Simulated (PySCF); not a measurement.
# [Ce(SH)2]2+: other functionals and bases at one geometry

The task here is to estimate one member of a computed series from the others.

The runs use PySCF 2.14.0; several levels, as the steps say, no spin–orbit coupling.

1 further run of the same task is left out (for a known fault of the program).

**The starting structure**

5 atoms, charge 2, spin multiplicity 1.

Bond lengths: Ce1–S2 2.437 Å, Ce1–S4 2.437 Å, S2–H3 1.369 Å, S4–H5 1.369 Å. Angles: S2–Ce1–S4 94.7°, Ce1–S2–H3 108.7°, Ce1–S4–H5 108.7°.

Coordinates:

```csv
atom,x (Å),y (Å),z (Å)
Ce1,0.00000,0.00000,-0.93024
S2,1.78722,-0.13096,0.72086
H3,2.98590,-0.21361,0.06392
S4,-1.78722,0.13096,0.72086
H5,-2.98590,0.21361,0.06392
```

Formal oxidation states: Ce +4. The 4f shell is empty and lies in the core potential. An earlier session relaxed this geometry at PBE0, Ce lcecp-2-SVP with ECP46, S def2-SVP, H def2-SVP (singlet, point group C2v).

At PBE0 on the finer grid: E = -834.949788 Eh, frontier levels not given, since the 4f levels lie in the core, Mulliken charge on Ce1 +1.59 e, largest force component 0.011 eV/Å. The large-core potential holds the 4f shell empty.

Levels to run: r2SCAN; CAM-B3LYP; PBE0, TZVP. Hardware: 2 threads of AMD EPYC 7R43 (Zen 3), shared host.

Set-up of the first run:

The input, run.py (the lines that set the calculation):

```python
mol = gto.M(atom='''
Ce     0.00000     0.00000    -0.93024
S      1.78722    -0.13096     0.72086
H      2.98590    -0.21361     0.06392
S     -1.78722     0.13096     0.72086
H     -2.98590     0.21361     0.06392''',
    basis={'Ce': 'lcecp-2-SVP', 'S': 'def2-SVP', 'H': 'def2-SVP'},
    ecp={'Ce': 'lcecp-2-SVP'},
    charge=2, spin=0)
mf = dft.RKS(mol, xc='R2SCAN')
mf.grids.atom_grid = (75, 302)  # f atoms: unpruned, at least (60, 302)
mf = mf.density_fit()  # fitting sets: Ce AutoAux, S def2-universal-JKFIT, H def2-universal-JKFIT
mf.conv_tol = 1e-08; mf.max_cycle = 55
mf.kernel(dm0)  # dm0: the density of the relaxed state
```

On the command line:

```sh
OMP_NUM_THREADS=2 python run.py
```

Steps of the session up to this table: r2SCAN; CAM-B3LYP; PBE0, TZVP.

One of the session's tables, all rows but one given; the rest of the session is left out.

| level | dipole (D) | largest force component (eV/Å) |
| --- | --- | --- |
| PBE0 (relaxed here) | 4.97 | 0.01 |
| r2SCAN | ? | ? |
| CAM-B3LYP | 5.28 | 0.07 |
| PBE0, TZVP | 4.45 | 0.23 |

Estimate the missing values for r2SCAN.

**Answer.** dipole (D): 4.88; largest force component (eV/Å): 0.37. In the column «dipole (D)» it lies between PBE0, TZVP (4.45) and PBE0 (relaxed here) (4.97).

The dipole of a charged species depends on the origin, so these sizes hold for this origin alone.

The largest leftover force, 0.37 eV/Å with r2SCAN, stands at a geometry relaxed at another level. With 4f in the core, its levels are missing from HOMO and gap, and its count is fixed, so no charge can pass from the ligands into it. Total energies of different levels can't be compared.
